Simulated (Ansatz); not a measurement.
# MgBe2SO2: the cost of one run

Computed with Ansatz 0.2.0 (DFT PBE, scalar-relativistic, plane waves, PAW, unless a step's input says otherwise).

1 further run of the same task is left out (it didn't finish).

### Step 1. Starting point

Symmetry: P4/mmm, No. 123, tetragonal system. Conventional cell: a = 3.838 Å, b = 3.838 Å, c = 5.160 Å, α = 90.00°, β = 90.00°, γ = 90.00°. Mg (site symmetry 4/mmm) is surrounded by 2 S at 2.58 Å. Be (site symmetry 4mm) is surrounded by 4 O at 2.32 Å and 2 Be at 2.54 to 2.62 Å. S (site symmetry 4/mmm) has 4 O at 1.92 Å and 2 Mg at 2.58 Å as nearest neighbours. O (site symmetry mmm) has 2 S at 1.92 Å and 4 Be at 2.32 Å as nearest neighbours.

As a file:

```cif
data_structure
_symmetry_space_group_name_H-M 'P4/mmm'
_symmetry_Int_Tables_number 123
_cell_length_a 3.8380
_cell_length_b 3.8380
_cell_length_c 5.1604
_cell_angle_alpha 90.000
_cell_angle_beta 90.000
_cell_angle_gamma 90.000
_cell_volume 76.01
loop_
_atom_site_label
_atom_site_type_symbol
_atom_site_symmetry_multiplicity
_atom_site_Wyckoff_symbol
_atom_site_fract_x
_atom_site_fract_y
_atom_site_fract_z
_atom_site_occupancy
Mg1 Mg 1 b 0.00000 0.00000 0.50000 1
Be1 Be 2 h 0.50000 0.50000 0.25370 1
S1 S 1 a 0.00000 0.00000 0.00000 1
O1 O 2 f 0.00000 0.50000 0.00000 1
```

A structure generator made this guess: species swapped into a database cell of LaAl2BRu2 (P4/mmm, No. 123), with Mg on the La sites, Be on the Al sites, S on the B sites and O on the Ru sites. The dimensions are guesses.

### Step 2. Probe: one point on a coarse mesh

Contents of input.yaml:

```yaml
crystal:
  lattice:
    - [3.83795272, 0.0, 0.0]
    - [0.0, 3.83795272, 0.0]
    - [0.0, 0.0, 5.16038562]
  atoms:
    - { symbol: Mg, position: [0.0, 0.0, 0.5] }
    - { symbol: Be, position: [0.5, 0.5, 0.25369999] }
    - { symbol: Be, position: [0.5, 0.5, 0.74630001] }
    - { symbol: S, position: [0.0, 0.0, 0.0] }
    - { symbol: O, position: [0.0, 0.5, 0.0] }
    - { symbol: O, position: [0.5, 0.0, 0.0] }
basis:
  ecutwfc: 420
kpoints:
  mp_grid: { grid: [4, 4, 4] }
hamiltonian:
  xc: pbe
scf:
  occupations: { method: gaussian, width: 0.1 }
  lower_state_search: "off"
output:
  forces: true
  stress: true
  eigenvalues: true
```

Command:

```bash
> ansatz run input.yaml --threads 1 --pin off --max-ram 2560MiB --backend cpu --events-out ev --progress --plain --runs-dir out
```

What time and memory should one allow on 1 thread of Intel Xeon 6975P-C (Granite Rapids), shared host?

About 1.1 s, with a peak of 0.36 GiB.
